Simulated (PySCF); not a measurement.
# C3H9In: the cost of one run

Method: levels as typed in each script, gas phase, geometry from GFN2-xTB; program: PySCF 2.14.0.

## (1) Starting geometry

SMILES `C[In](C)C`, 13 atoms, charge 0, spin multiplicity 1.

Bond lengths: C1–In2 2.243 Å, C1–H5 1.090 Å, C1–H6 1.090 Å, C1–H7 1.089 Å, In2–C3 2.243 Å, In2–C4 2.243 Å, C3–H8 1.090 Å, C3–H9 1.089 Å, C3–H10 1.090 Å, C4–H11 1.090 Å, C4–H12 1.089 Å, C4–H13 1.090 Å. Angles: In2–C1–H5 110.0°, In2–C1–H6 110.0°, In2–C1–H7 110.5°, H5–C1–H6 108.4°, H5–C1–H7 108.9°, H6–C1–H7 109.0°, C1–In2–C3 119.5°, C1–In2–C4 119.9°, C3–In2–C4 120.6°, In2–C3–H8 109.9°, In2–C3–H9 110.6°, In2–C3–H10 109.9°, H8–C3–H9 108.9°, H8–C3–H10 108.4°, H9–C3–H10 109.1°, In2–C4–H11 109.8°, In2–C4–H12 110.5°, In2–C4–H13 110.0° and more.

As a file:

```xyz
13

C     0.4742    2.1893   -0.0022
In   -0.0019   -0.0025    0.0015
C     1.6721   -1.4961   -0.0022
C    -2.1393   -0.6837   -0.0017
H     0.9875    2.4574   -0.9254
H     1.1272    2.4310    0.8362
H    -0.4384    2.7783    0.0777
H     2.2480   -1.4056   -0.9229
H     1.2805   -2.5096    0.0716
H     2.3382   -1.3099    0.8398
H    -2.5899   -0.4800   -0.9728
H    -2.1997   -1.7526    0.1977
H    -2.7030   -0.1455    0.7597
```

## (2) Density, bond paths and surface potential (wB97X/def2-tzvp)

Input file input.py:

```python
import numpy as np
from pyscf import gto, scf, dft
from pyscf.scf import atom_ks, atom_hf
from scipy.linalg import block_diag

def solve(mol, dm0=None, hcore=None):
    mf = (dft.UKS if mol.spin else dft.RKS)(mol, xc='wb97x')
    mf.grids.level = 3
    mf = mf.density_fit(auxbasis='def2-universal-jkfit')
    mf.conv_tol, mf.max_cycle = 1e-8, 80
    if hcore is not None:
        mf.get_hcore = lambda *args: hcore
    mf.kernel(dm0)
    if not mf.converged:
        mf = mf.newton().run(mf.mo_coeff, mf.mo_occ, max_cycle=30)
    assert mf.converged, 'SCF not converged'
    return mf

mol = gto.M(atom='''
C      0.47424     2.18933    -0.00217
In    -0.00189    -0.00247     0.00153
C      1.67211    -1.49611    -0.00221
C     -2.13928    -0.68369    -0.00169
H      0.98754     2.45738    -0.92536
H      1.12720     2.43100     0.83619
H     -0.43838     2.77832     0.07770
H      2.24796    -1.40557    -0.92288
H      1.28050    -2.50956     0.07164
H      2.33823    -1.30993     0.83979
H     -2.58993    -0.47996    -0.97284
H     -2.19966    -1.75262     0.19771
H     -2.70302    -0.14553     0.75966
''', basis='def2-tzvp', ecp={'In': 'def2-tzvp'}, charge=0, spin=0, verbose=4)
mf = solve(mol)
mf.analyze()
# spherically averaged free atoms, for the promolecule
atom_ks.AtomSphAverageRKS.init_guess_by_vsap = lambda self, mol=None: self.init_guess_by_minao(mol)  # core potentials
atm = atom_ks.get_atm_nrks(mol, xc='wb97x')
pro = block_diag(*[(atm[a[0]][2] * atm[a[0]][3]) @ atm[a[0]][2].T for a in mol._atom])
np.savez('result.npz', e=mf.e_tot, c=mf.mo_coeff, occ=mf.mo_occ, eps=mf.mo_energy, pro=pro, dip=mf.dip_moment(verbose=0), s2=mf.spin_square()[0])
```

Launch:

```
OMP_NUM_THREADS=1 python input.py
```

**Question.** How long does this run take on 1 thread of Intel Xeon Platinum 8259CL at 2.50GHz (Skylake/Cascade Lake), shared host, and how much memory does it need?

About 31 s, with a peak of 0.8 GiB.
